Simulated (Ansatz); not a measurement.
# BrH3O3Ti: up Jacob's ladder to CCSD(T)

One table from this session's results is given with a row withheld; the runs are named, their logs left out.

Method: functionals in def2-TZVPP, the program's frozen cores in correlated methods; program: Ansatz 0.2.0, Gaussian basis.

Plan: LDA (SPW92), PBE-D4, revPBE-D4, BLYP-D4, r2SCAN-D4, B97M-V, PBE0-D4, B3LYP-D4, r2SCANh-D4, r2SCAN0-D4, HSE06-D4, BHLYP-D4, CAM-B3LYP-D4, LC-ωPBE, ωB97X-V, ωB97M-V, B2PLYP, PBE-QIDH; CCSD(T)/def2-SVP; CCSD(T)/def2-TZVPP; MP2/def2-QZVPP; extrapolation to the limit; RPA on PBE.

## The geometry

The geometry comes from an earlier relaxation with PBE0-D4 in a triple-zeta def2 set; it is a stationary point, not always the lowest conformer.

SMILES `[OH][Ti]([OH])([OH])[Br]`, 8 atoms, charge 0, spin multiplicity 1.

Atoms are counted from 1 here; the program's logs count them from 0.

Bond lengths: O1–Ti2 1.777 Å, O1–H6 0.958 Å, Ti2–O3 1.784 Å, Ti2–O4 1.778 Å, Ti2–Br5 2.380 Å, O3–H7 0.959 Å, O4–H8 0.957 Å. Angles: Ti2–O1–H6 135.0°, O1–Ti2–O3 108.6°, O1–Ti2–O4 111.8°, O1–Ti2–Br5 108.1°, O3–Ti2–O4 109.5°, O3–Ti2–Br5 110.9°, O4–Ti2–Br5 108.0°, Ti2–O3–H7 129.4°, Ti2–O4–H8 136.8°.

The first run:

in.yaml

```yaml
crystal:
  periodic: [false, false, false]
  atoms:
    - {symbol: O, position_ang: [-0.829584, 1.066301, 1.036443]}
    - {symbol: Ti, position_ang: [0.124357, 0.130511, -0.135574]}
    - {symbol: O, position_ang: [1.797734, -0.003671, 0.469316]}
    - {symbol: O, position_ang: [-0.547926, -1.496795, -0.384412]}
    - {symbol: Br, position_ang: [0.066613, 1.276529, -2.221217]}
    - {symbol: H, position_ang: [-1.588031, 1.648977, 0.980994]}
    - {symbol: H, position_ang: [2.427111, -0.720289, 0.365881]}
    - {symbol: H, position_ang: [-1.357974, -1.958565, -0.167131]}
basis:
  gaussian: {orbitals: def2-TZVPP}
hamiltonian: {xc: lda}
output: {orbitals: {seedname: orbitals}}
```

The run is started by

```console
> ansatz run in.yaml --threads 4 --pin off --events-out ev --progress --plain --max-ram 11315MiB
```

Steps of the session up to this table: LDA; PBE-D4 (GGA); revPBE-D4 (GGA); BLYP-D4 (GGA); r2SCAN-D4 (meta-GGA); B97M-V (meta-GGA); PBE0-D4 (hybrid); B3LYP-D4 (hybrid); r2SCANh-D4 (hybrid); r2SCAN0-D4 (hybrid); HSE06-D4 (hybrid); BHLYP-D4 (hybrid); CAM-B3LYP-D4 (range-separated); LC-ωPBE (range-separated); ωB97X-V (range-separated); ωB97M-V (range-separated); B2PLYP (double hybrid); PBE-QIDH (double hybrid).

One of the session's tables, all rows but one given; the rest of the session is left out.

It belongs to the step «Orbital energies across the functionals». 

```
  functional  HOMO (eV)  LUMO (eV)  gap (eV)
 LDA (SPW92)      -7.02      -3.21      3.81
      PBE-D4      -6.84      -2.98      3.87
   revPBE-D4      -6.78      -2.90      3.88
     BLYP-D4      -6.69      -2.89      3.79
   r2SCAN-D4          ?          ?         ?
      B97M-V      -7.24      -2.92      4.32
     PBE0-D4      -8.16      -2.04      6.12
    B3LYP-D4      -7.89      -2.32      5.57
  r2SCANh-D4      -7.67      -2.55      5.12
  r2SCAN0-D4      -8.39      -1.98      6.41
    HSE06-D4      -7.76      -2.42      5.34
    BHLYP-D4      -9.32      -0.93      8.39
CAM-B3LYP-D4      -9.46      -0.96      8.50
     LC-ωPBE     -10.81       0.19     11.00
     ωB97X-V     -10.47       0.17     10.64
     ωB97M-V     -10.34       0.15     10.50
```

Q: Estimate the row for r2SCAN-D4 from the others.

Worked estimate for «HOMO (eV)». Against the share of exact exchange, r2SCANh-D4 (0.1, -7.67), r2SCAN0-D4 (0.25, -8.39) give a slope of -4.80 per unit share; at 0 the line stands at -7.19.

The run gave: HOMO (eV): -7.19; LUMO (eV): -2.92; gap (eV): 4.27. In «HOMO (eV)» the line misses by 0.00.
